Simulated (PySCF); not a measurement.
**C₅H₃OS radical: EPR parameters at several levels of theory**

How much do the EPR parameters of C₅H₃OS radical (`O=c1[c]cscc1`) depend on the level of theory, and what does each level cost?

Computed with PySCF 2.14.0, with density-fitted response routines of our own, on a single molecule in the gas phase. Atoms are numbered from 0 throughout.

### Step 1. The molecule as given

10 atoms, charge 0, multiplicity 2; geometry from: GFN2-xTB.

Bonds of the start (Å): O0–C1 1.21, C1–C2 1.43, C2–C3 1.30, C3–S4 1.79, S4–C5 1.72, C5–C6 1.34, C6–C1 1.48, C3–H7 1.08, C5–H8 1.08, C6–H9 1.08.

### Step 2. Geometry optimisation at PBE0-D3(BJ)/def2-SVP

The job: settings as JSON, then the geometry in Å.

```
{"job": {"xc": "PBE0", "basis": "def2-SVP", "d3": "d3bj", "grid": 1, "kind": "geom"}, "charge": 0, "multiplicity": 2}
O     -0.706180     2.468460     0.194280
C     -0.243030     1.348670     0.210080
C      1.129800     0.951280     0.110080
C      1.726780    -0.202010     0.119320
S      0.845180    -1.752050     0.276230
C     -0.749300    -1.122940     0.380600
C     -1.118500     0.164480     0.346560
H      2.788190    -0.359270     0.037520
H     -1.488090    -1.905050     0.484030
H     -2.167090     0.417740     0.425010
```

Log:

```text
step   0  E = -664.88337154  max force = 0.041087
step   1  E = -664.88575681  max force = 0.008870
step   2  E = -664.88635588  max force = 0.003908
step   3  E = -664.88650632  max force = 0.002230
step   4  E = -664.88652430  max force = 0.001056
step   5  E = -664.88652986  max force = 0.000414
optimisation converged
```

It took 76 s on 1 thread, shared host.

Step by step:

```csv
step,energy from step 0 (eV),largest force component (eV/Å)
0,0.0000,2.1128
1,-0.0649,0.4561
2,-0.0812,0.2010
3,-0.0853,0.1147
4,-0.0858,0.0543
5,-0.0859,0.0213
```

Close pairs (by a distance rule), those that changed most:

```csv
bond,before (Å),after (Å),change (Å)
C3–S4,1.790,1.746,-0.044
C2–C3,1.299,1.328,+0.030
C1–C2,1.433,1.458,+0.026
C3–H7,1.076,1.096,+0.020
C5–H8,1.081,1.094,+0.013
C6–H9,1.082,1.094,+0.013
C5–C6,1.340,1.352,+0.012
S4–C5,1.717,1.724,+0.007
```

The next job starts from the end point, and lists it.

```csv
at the end point,value
point group (found at 0.08 Å tolerance),Cs
"rotational constants (GHz, main isotopes)","5.404, 1.870, 1.390"
dipole moment (D),4.17
⟨S²⟩,0.763
```

### Step 3. g tensor and hyperfine couplings: B3LYP/IGLO-III+pcH-1

The job: settings as JSON, then the geometry in Å.

```
{"job": {"kind": "epr"}, "charge": 0, "multiplicity": 2}
O     -0.681343     2.484991     0.196827
C     -0.258979     1.345905     0.213959
C      1.141764     0.954082     0.110420
C      1.745064    -0.229171     0.118555
S      0.854346    -1.723061     0.275208
C     -0.757561    -1.121160     0.380258
C     -1.147390     0.173258     0.347516
H      2.828939    -0.363965     0.030695
H     -1.494622    -1.922971     0.484367
H     -2.212459     0.411402     0.425904
```

Level: UKS B3LYP, IGLO-III on C O S, pcH-1 on H, non-relativistic, mean-field spin-orbit, GIAO.

Log:

```text
UKS, coarse grid
  cycle   1  E = -665.59999038  |g| = 6.52e-01
  cycle   2  E = -662.24527226  |g| = 2.16e+00
  cycle   3  E = -665.67837688  |g| = 3.90e-01
  cycle   4  E = -665.75731775  |g| = 2.05e-01
  cycle   5  E = -665.77055626  |g| = 1.15e-01
  cycle   6  E = -665.77666663  |g| = 3.16e-02
  cycle   7  E = -665.77723677  |g| = 9.02e-03
  cycle   8  E = -665.77728099  |g| = 3.78e-03
  cycle   9  E = -665.77729262  |g| = 1.54e-03
  cycle  10  E = -665.77729867  |g| = 1.14e-03
  cycle  11  E = -665.77729995  |g| = 5.20e-04
UKS, final grid
  cycle   1  E = -665.77726776  |g| = 7.73e-04
  cycle   2  E = -665.77726716  |g| = 1.40e-03
  cycle   3  E = -665.77726820  |g| = 1.62e-04
  cycle   4  E = -665.77726823  |g| = 1.32e-04
  cycle   5  E = -665.77726827  |g| = 9.67e-05
  cycle   6  E = -665.77726828  |g| = 2.03e-05
E = -665.77726828 Eh   <S^2> = 0.7588 (exact 0.7500)
g shifts (ppm)      1          2          3
  rmc          -169       -169       -169
  gc             41          3         19
  oz_so       -3137         70       3337
  total       -3264        -95       3188
hyperfine (MHz)  atom isotope    a_iso     a_fc   dipolar eigenvalues
    0   17O      -3.01      -2.91     -2.47     -0.70      3.17
    1   13C       1.32       1.31     -8.18     -4.81     12.98
    2   13C     325.70     326.10    -77.19    -58.43    135.63
    3   13C      17.20      17.23    -14.24     -0.10     14.34
    4   33S       5.45       5.46    -12.54    -11.06     23.60
    5   13C       0.84       0.82     -1.52     -0.10      1.62
    6   13C      30.96      31.01     -5.50     -4.51     10.02
    7    1H      86.17      86.20     -5.21     -5.18     10.40
    8    1H       8.54       8.54     -1.67     -0.51      2.18
    9    1H      22.89      22.90     -3.30     -1.13      4.42
```

Wall time 89 s (1 thread, shared host).

Principal g values 1.99906, 2.00222, 2.00551; g(iso) = 2.00226, against 2.00232 for a free electron.

Hyperfine couplings, nucleus by nucleus at this fixed geometry (no averaging over rotations):

```csv
nuclei,isotope,a(iso) (MHz),"a(iso) (G, at g = 2.0023)",largest dipolar term (MHz)
C2,13C,325.7,116.2,135.6
H7,1H,86.2,30.7,10.4
C6,13C,31.0,11.0,10.0
H9,1H,22.9,8.2,4.4
C3,13C,17.2,6.1,14.3
H8,1H,8.5,3.0,2.2
S4,33S,5.4,1.9,23.6
O0,17O,-3.0,-1.1,3.2
C1,13C,1.3,0.5,13.0
C5,13C,0.8,0.3,1.6
```

Mulliken spin populations:

```csv
atom,value (e)
O0,0.01
C1,0.01
C2,0.92
C3,-0.10
S4,0.08
C5,-0.01
C6,0.03
H7,0.03
H8,0.00
H9,0.01
```

In first order the couplings over 0.8 MHz of 1H give 8 distinct lines over 41.9 G.

### Step 4. g tensor and hyperfine couplings: PBE/IGLO-III+pcH-1

Same as in step 3 but for these lines:

```diff
@@ -1,2 +1,2 @@
-{"job": {"kind": "epr"}, "charge": 0, "multiplicity": 2}
+{"job": {"kind": "epr", "xc": "PBE"}, "charge": 0, "multiplicity": 2}
 O     -0.681343     2.484991     0.196827
```

Level: UKS PBE, IGLO-III on C O S, pcH-1 on H, non-relativistic, mean-field spin-orbit, GIAO.

Log:

```text
UKS, coarse grid
  cycle   1  E = -665.08461885  |g| = 6.91e-01
  cycle   2  E = -660.50646710  |g| = 2.48e+00
  cycle   3  E = -665.14588317  |g| = 4.64e-01
  cycle   4  E = -665.21324093  |g| = 3.48e-01
  cycle   5  E = -665.26404430  |g| = 1.91e-01
  cycle   6  E = -665.27941739  |g| = 5.30e-02
  cycle   7  E = -665.28116230  |g| = 2.03e-02
  cycle   8  E = -665.28135872  |g| = 7.55e-03
  cycle   9  E = -665.28138290  |g| = 3.65e-03
  cycle  10  E = -665.28138894  |g| = 1.68e-03
  cycle  11  E = -665.28139028  |g| = 5.41e-04
UKS, final grid
  cycle   1  E = -665.28135587  |g| = 1.03e-03
  cycle   2  E = -665.28135156  |g| = 2.88e-03
  cycle   3  E = -665.28135624  |g| = 7.23e-04
  cycle   4  E = -665.28135650  |g| = 1.07e-04
  cycle   5  E = -665.28135650  |g| = 6.86e-05
  cycle   6  E = -665.28135651  |g| = 4.95e-05
  cycle   7  E = -665.28135651  |g| = 1.54e-05
E = -665.28135651 Eh   <S^2> = 0.7570 (exact 0.7500)
g shifts (ppm)      1          2          3
  rmc          -166       -166       -166
  gc             45          1         29
  oz_so       -2810         41       3925
  total       -2931       -124       3788
hyperfine (MHz)  atom isotope    a_iso     a_fc   dipolar eigenvalues
    0   17O      -2.46      -2.32     -4.34      1.00      3.34
    1   13C      -0.01      -0.02     -8.28     -4.41     12.69
    2   13C     277.25     277.61    -72.92    -57.56    130.48
    3   13C      21.45      21.49    -12.53      0.15     12.39
    4   33S       4.48       4.50    -12.64    -11.41     24.05
    5   13C       1.02       1.01     -1.85      0.12      1.73
    6   13C      32.00      32.06     -6.18     -5.22     11.40
    7    1H      85.94      85.96     -5.26     -4.64      9.90
    8    1H      11.05      11.05     -1.77     -0.44      2.21
    9    1H      23.47      23.49     -3.61     -1.11      4.72
```

Wall time 43 s (1 thread, shared host).

This run: g(iso) 2.00256.

### Step 5. EPR parameters: PBE0/IGLO-III+pcH-1

Same as in step 4 but for these lines:

```diff
@@ -1,2 +1,2 @@
-{"job": {"kind": "epr", "xc": "PBE"}, "charge": 0, "multiplicity": 2}
+{"job": {"kind": "epr", "xc": "PBE0"}, "charge": 0, "multiplicity": 2}
 O     -0.681343     2.484991     0.196827
```

Level: UKS PBE0, IGLO-III on C O S, pcH-1 on H, non-relativistic, mean-field spin-orbit, GIAO.

Log:

```text
UKS, coarse grid
  cycle   1  E = -665.14846952  |g| = 6.11e-01
  cycle   2  E = -662.29425157  |g| = 2.01e+00
  cycle   3  E = -665.23967800  |g| = 3.45e-01
  cycle   4  E = -665.29930354  |g| = 1.51e-01
  cycle   5  E = -665.30738897  |g| = 7.06e-02
  cycle   6  E = -665.30955179  |g| = 2.94e-02
  cycle   7  E = -665.31003400  |g| = 8.29e-03
  cycle   8  E = -665.31008132  |g| = 3.38e-03
  cycle   9  E = -665.31009663  |g| = 1.66e-03
  cycle  10  E = -665.31010287  |g| = 1.27e-03
  cycle  11  E = -665.31010575  |g| = 5.93e-04
UKS, final grid
  cycle   1  E = -665.31008272  |g| = 7.98e-04
  cycle   2  E = -665.31008228  |g| = 1.40e-03
  cycle   3  E = -665.31008329  |g| = 2.15e-04
  cycle   4  E = -665.31008335  |g| = 1.76e-04
  cycle   5  E = -665.31008345  |g| = 1.07e-04
  cycle   6  E = -665.31008347  |g| = 1.97e-05
  cycle   7  E = -665.31008347  |g| = 6.21e-06
E = -665.31008347 Eh   <S^2> = 0.7628 (exact 0.7500)
g shifts (ppm)      1          2          3
  rmc          -166       -166       -166
  gc             40          3         17
  oz_so       -2968        106       3166
  total       -3094        -57       3018
hyperfine (MHz)  atom isotope    a_iso     a_fc   dipolar eigenvalues
    0   17O      -2.53      -2.43     -2.02     -1.80      3.82
    1   13C      -2.11      -2.13     -8.05     -4.32     12.37
    2   13C     332.37     332.75    -77.67    -54.76    132.43
    3   13C      12.37      12.40    -16.57      0.85     15.72
    4   33S       4.92       4.94    -12.64    -10.79     23.42
    5   13C       1.09       1.08     -1.43     -0.17      1.61
    6   13C      29.43      29.48     -5.42     -4.21      9.63
    7    1H      82.90      82.93     -5.51     -5.10     10.62
    8    1H       7.38       7.38     -1.64     -0.50      2.14
    9    1H      21.43      21.45     -3.22     -0.98      4.20
```

Run time: 85 s. Hardware: 1 thread, shared host.

This run: g(iso) 2.00227.

### Step 6. g tensor and hyperfine couplings: BHandHLYP/IGLO-III+pcH-1

Same as in step 5 but for these lines:

```diff
@@ -1,2 +1,2 @@
-{"job": {"kind": "epr", "xc": "PBE0"}, "charge": 0, "multiplicity": 2}
+{"job": {"kind": "epr", "xc": "BHandHLYP"}, "charge": 0, "multiplicity": 2}
 O     -0.681343     2.484991     0.196827
```

Level: UKS BHandHLYP, IGLO-III on C O S, pcH-1 on H, non-relativistic, mean-field spin-orbit, GIAO.

Log:

```text
UKS, coarse grid
  cycle   1  E = -665.41703556  |g| = 6.01e-01
  cycle   2  E = -664.96838058  |g| = 1.19e+00
  cycle   3  E = -665.58210247  |g| = 9.00e-02
  cycle   4  E = -665.58742155  |g| = 5.66e-02
  cycle   5  E = -665.58958514  |g| = 1.78e-02
  cycle   6  E = -665.58997504  |g| = 1.06e-02
  cycle   7  E = -665.59014626  |g| = 5.34e-03
  cycle   8  E = -665.59021135  |g| = 2.91e-03
  cycle   9  E = -665.59023559  |g| = 1.84e-03
  cycle  10  E = -665.59025075  |g| = 1.13e-03
  cycle  11  E = -665.59025921  |g| = 7.19e-04
UKS, final grid
  cycle   1  E = -665.59023805  |g| = 6.95e-04
  cycle   2  E = -665.59023868  |g| = 8.21e-04
  cycle   3  E = -665.59023913  |g| = 3.49e-04
  cycle   4  E = -665.59023981  |g| = 2.94e-04
  cycle   5  E = -665.59024028  |g| = 9.42e-05
  cycle   6  E = -665.59024030  |g| = 5.62e-05
  cycle   7  E = -665.59024032  |g| = 2.73e-05
  cycle   8  E = -665.59024032  |g| = 1.43e-05
E = -665.59024032 Eh   <S^2> = 0.7682 (exact 0.7500)
g shifts (ppm)      1          2          3
  rmc          -169       -169       -169
  gc             39          5          8
  oz_so       -3109        175       2642
  total       -3239         12       2481
hyperfine (MHz)  atom isotope    a_iso     a_fc   dipolar eigenvalues
    0   17O      -4.15      -4.07     -5.06      0.14      4.92
    1   13C      -2.13      -2.15     -8.65     -4.34     12.99
    2   13C     382.56     382.97    -82.11    -53.02    135.13
    3   13C       1.11       1.14    -20.27      1.68     18.59
    4   33S       5.71       5.73    -13.10    -10.27     23.36
    5   13C       0.55       0.54     -1.16     -0.37      1.53
    6   13C      31.05      31.08     -5.05     -3.83      8.88
    7    1H      85.95      85.97     -6.32     -4.95     11.27
    8    1H       5.96       5.96     -1.56     -0.61      2.17
    9    1H      21.49      21.50     -3.03     -0.98      4.01
```

It took 93 s on 1 thread, shared host.

Key values: g(iso) 2.00207.

### Step 7. EPR parameters: HF/IGLO-III+pcH-1

Same as in step 6 but for these lines:

```diff
@@ -1,2 +1,2 @@
-{"job": {"kind": "epr", "xc": "BHandHLYP"}, "charge": 0, "multiplicity": 2}
+{"job": {"kind": "epr", "xc": "HF"}, "charge": 0, "multiplicity": 2}
 O     -0.681343     2.484991     0.196827
```

Method: UKS HF, IGLO-III on C O S, pcH-1 on H, non-relativistic, mean-field spin-orbit, GIAO.

Log:

```text
UKS, final grid
  cycle   1  E = -663.23983317  |g| = 6.24e-01
  cycle   2  E = -663.35492306  |g| = 5.46e-01
  cycle   3  E = -663.47021454  |g| = 8.55e-02
  cycle   4  E = -663.48010679  |g| = 3.62e-02
  cycle   5  E = -663.48249240  |g| = 2.05e-02
  cycle   6  E = -663.48361033  |g| = 1.40e-02
  cycle   7  E = -663.48431188  |g| = 1.11e-02
  cycle   8  E = -663.48485012  |g| = 1.01e-02
  cycle   9  E = -663.48547529  |g| = 9.23e-03
  cycle  10  E = -663.48652712  |g| = 7.16e-03
  cycle  11  E = -663.48718914  |g| = 4.67e-03
  cycle  12  E = -663.48726327  |g| = 4.12e-03
  cycle  13  E = -663.48740185  |g| = 3.38e-03
  cycle  14  E = -663.48748596  |g| = 2.86e-03
  cycle  15  E = -663.48756739  |g| = 2.21e-03
  cycle  16  E = -663.48761961  |g| = 1.89e-03
  cycle  17  E = -663.48763106  |g| = 1.82e-03
  cycle  18  E = -663.48765134  |g| = 1.76e-03
  cycle  19  E = -663.48765660  |g| = 1.76e-03
  cycle  20  E = -663.48765810  |g| = 1.76e-03
  cycle  21  E = -663.48765339  |g| = 1.76e-03
  cycle  22  E = -663.48763782  |g| = 1.75e-03
  cycle  23  E = -663.48751248  |g| = 1.70e-03
  cycle  24  E = -663.48748477  |g| = 1.69e-03
  cycle  25  E = -663.48741520  |g| = 1.69e-03
  cycle  26  E = -663.48747745  |g| = 1.70e-03
  cycle  27  E = -663.48720029  |g| = 2.25e-03
  cycle  28  E = -663.48781998  |g| = 3.42e-03
  cycle  29  E = -663.48639793  |g| = 2.73e-02
  cycle  30  E = -663.48809166  |g| = 4.58e-03
  cycle  31  E = -663.48784940  |g| = 2.57e-03
  cycle  32  E = -663.48787363  |g| = 2.80e-03
  cycle  33  E = -663.48813612  |g| = 5.87e-03
  cycle  34  E = -663.48814491  |g| = 6.71e-03
  cycle  35  E = -663.48724703  |g| = 2.01e-03
  cycle  36  E = -663.48688168  |g| = 3.95e-03
  cycle  37  E = -663.48804222  |g| = 3.52e-03
  cycle  38  E = -663.48818614  |g| = 7.38e-03
  cycle  39  E = -663.48793968  |g| = 2.85e-03
  cycle  40  E = -663.48790012  |g| = 1.85e-03
  cycle  41  E = -663.48818276  |g| = 4.47e-03
  cycle  42  E = -663.48822108  |g| = 4.59e-03
  cycle  43  E = -663.48823464  |g| = 3.28e-03
  cycle  44  E = -663.48821645  |g| = 3.57e-03
  cycle  45  E = -663.48815534  |g| = 1.73e-03
  cycle  46  E = -663.48825012  |g| = 3.07e-04
  cycle  47  E = -663.48823984  |g| = 8.29e-04
  cycle  48  E = -663.48825056  |g| = 1.64e-04
  cycle  49  E = -663.48825069  |g| = 8.12e-05
  cycle  50  E = -663.48824975  |g| = 2.25e-04
  cycle  51  E = -663.48825075  |g| = 2.62e-05
  cycle  52  E = -663.48825075  |g| = 1.91e-05
E = -663.48825075 Eh   <S^2> = 1.1985 (exact 0.7500)
g shifts (ppm)      1          2          3
  rmc          -213       -213       -213
  gc             30        -10         15
  oz_so        -613       1847       2482
  total        -796       1624       2284
hyperfine (MHz)  atom isotope    a_iso     a_fc   dipolar eigenvalues
    0   17O     -62.32     -61.91   -101.67     48.22     53.45
    1   13C    -111.82    -111.94    -42.42     14.94     27.48
    2   13C     537.38     537.76   -108.28      2.65    105.63
    3   13C    -123.80    -123.73    -77.68     27.69     49.99
    4   33S       1.01       0.84    -34.36      0.82     33.55
    5   13C     -69.58     -69.53    -46.74     21.40     25.35
    6   13C      96.81      96.89    -24.59    -12.98     37.57
    7    1H     131.85     131.90    -21.85     -3.29     25.14
    8    1H      44.21      44.23    -10.99     -0.88     11.87
    9    1H     -19.56     -19.56    -11.57     -2.78     14.35
```

Run time: 1.8 min. Hardware: 1 thread, shared host.

This run: g(iso) 2.00336, not to be trusted: the run shows spin contamination.

### Step 8. g tensor and hyperfine couplings: CAM-B3LYP/IGLO-III+pcH-1

Same as in step 7 but for these lines:

```diff
@@ -1,2 +1,2 @@
-{"job": {"kind": "epr", "xc": "HF"}, "charge": 0, "multiplicity": 2}
+{"job": {"kind": "epr", "xc": "CAM-B3LYP"}, "charge": 0, "multiplicity": 2}
 O     -0.681343     2.484991     0.196827
```

With the program's defaults for keys left out, this is: UKS CAM-B3LYP, IGLO-III on C O S, pcH-1 on H, non-relativistic, mean-field spin-orbit, GIAO.

Log:

```text
UKS, coarse grid
  cycle   1  E = -665.44697807  |g| = 6.50e-01
  cycle   2  E = -664.61154225  |g| = 1.50e+00
  cycle   3  E = -665.61721063  |g| = 1.45e-01
  cycle   4  E = -665.62803976  |g| = 7.57e-02
  cycle   5  E = -665.63169069  |g| = 2.19e-02
  cycle   6  E = -665.63228563  |g| = 1.19e-02
  cycle   7  E = -665.63255461  |g| = 6.80e-03
  cycle   8  E = -665.63266249  |g| = 3.58e-03
  cycle   9  E = -665.63268954  |g| = 1.71e-03
  cycle  10  E = -665.63269767  |g| = 8.32e-04
UKS, final grid
  cycle   1  E = -665.63266718  |g| = 6.67e-04
  cycle   2  E = -665.63266833  |g| = 6.44e-04
  cycle   3  E = -665.63266880  |g| = 4.07e-04
  cycle   4  E = -665.63266975  |g| = 3.23e-04
  cycle   5  E = -665.63267007  |g| = 7.66e-05
  cycle   6  E = -665.63267008  |g| = 3.33e-05
  cycle   7  E = -665.63267008  |g| = 2.21e-05
E = -665.63267008 Eh   <S^2> = 0.7617 (exact 0.7500)
g shifts (ppm)      1          2          3
  rmc          -168       -168       -168
  gc             39          5         11
  oz_so       -3300         95       2963
  total       -3428        -69       2806
hyperfine (MHz)  atom isotope    a_iso     a_fc   dipolar eigenvalues
    0   17O      -3.20      -3.11     -2.03     -1.52      3.55
    1   13C       1.48       1.47     -8.09     -4.88     12.96
    2   13C     331.62     332.04    -80.00    -57.28    137.28
    3   13C      14.85      14.88    -16.47      0.38     16.09
    4   33S       4.15       4.16    -12.68    -10.61     23.28
    5   13C       0.95       0.94     -1.12     -0.36      1.48
    6   13C      30.52      30.56     -5.36     -4.05      9.41
    7    1H      86.93      86.96     -5.65     -5.06     10.71
    8    1H       6.87       6.87     -1.59     -0.61      2.20
    9    1H      21.75      21.76     -3.13     -1.05      4.18
```

Wall time 2.2 min (1 thread, shared host).

In short: g(iso) 2.00209.

### Step 9. Comparing the runs: EPR parameters

g, ⟨S²⟩ and isotropic hyperfine couplings (MHz), with basis size and wall time; * marks a run flagged for spin contamination, instability or a large g shift:

```csv
run,g(iso),⟨S²⟩,13C C2,1H H7,13C C6,1H H9,13C C3,functions,time
B3LYP/IGLO-III+pcH-1,2.00226,0.759,325.7,86.2,31.0,22.9,17.2,284,89 s
PBE/IGLO-III+pcH-1,2.00256,0.757,277.2,85.9,32.0,23.5,21.5,284,43 s
PBE0/IGLO-III+pcH-1,2.00227,0.763,332.4,82.9,29.4,21.4,12.4,284,85 s
BHandHLYP/IGLO-III+pcH-1,2.00207,0.768,382.6,85.9,31.0,21.5,1.1,284,93 s
HF/IGLO-III+pcH-1*,2.00336,1.199,537.4,131.9,96.8,-19.6,-123.8,284,1.8 min
CAM-B3LYP/IGLO-III+pcH-1,2.00209,0.762,331.6,86.9,30.5,21.7,14.9,284,2.2 min
```

### Step 10. Outcome

| quantity | value |
| --- | --- |
| point group | Cs |
| rotational constants (main isotopes) | 5.40, 1.87, 1.39 GHz |
| g(iso) (B3LYP) | 2.00226 |
| ⟨S²⟩ | 0.759 (exact 0.75) |
| largest a(iso) | 13C on C2, 325.7 MHz |
| property runs in this session | 6, of which 0 failed and 1 gave unsound results |

**Reading.** Single values in the summary come from the first run of each kind that ended normally (B3LYP/IGLO-III+pcH-1), which need not be the best level. Relaxing lowered the energy by 0.086 eV in 5 steps; the close pair that moved most is C3–S4, from 1.790 to 1.746 Å. No frequency check was run at this level, so the end point may be a saddle. C2 carries the largest spin population, 0.92 e. The isotropic g lies 0.1 ppt below the free-electron value. The coupling of 13C on C2 runs from 277.2 (PBE/IGLO-III+pcH-1) to 382.6 MHz (BHandHLYP/IGLO-III+pcH-1), the starred runs left aside.
